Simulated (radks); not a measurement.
# Spin polarisation of the 4d shell in Pd⁺

An exercise on one series of results from a longer session: the logs are not shown, and one member is left open.

Program: radks (a radial shooting solver on a logarithmic mesh, Libxc functionals) version 1. Level of theory: non-relativistic Kohn-Sham, PBE, spin-polarised, spherical densities, point nucleus. These are calculated values, not measurements, unless marked.

### The atom as given

* element: palladium (Z = 46)
* charge: +1
* electrons: 45
* configuration: [Kr] 4d(up 4.5, down 4.5)

A shell typed twice in an input gives spin up, then spin down.

Set-up of the first run:

The run's settings:

```text
Z 46
configuration [Kr] 4d4.5 4d4.5
relativity non-relativistic
functional pbe,pbe
spin polarised
nucleus point
```

Steps of the session up to this table: No moment.

One of the session's tables, all rows but one given; the rest of the session is left out.

It belongs to the step «No moment». Radial moments (bohr):

| level | <r> | outermost maximum (interpolated) | 90 % within | nodes |
| --- | --- | --- | --- | --- |
| 2s | 0.1438 | 0.122 | 0.221 | 1 |
| 2p | 0.1229 | 0.0956 | 0.199 | 0 |
| 3s | 0.3918 | 0.354 | 0.576 | 2 |
| 3p | 0.3842 | 0.340 | 0.578 | 1 |
| 3d | 0.3573 | 0.283 | 0.566 | 0 |
| 4s | 0.9757 | 0.877 | 1.42 | 3 |
| 4p | ? | ? | ? | ? |
| 4d | 1.447 | 1.08 | 2.33 | 1 |

Q: Estimate the row for 4p from the others.

As computed: <r>: 1.054; outermost maximum (interpolated): 0.921; 90 % within: 1.56; nodes: 2. In the column «<r>» it lies between 4s (0.9757) and 4d (1.447).
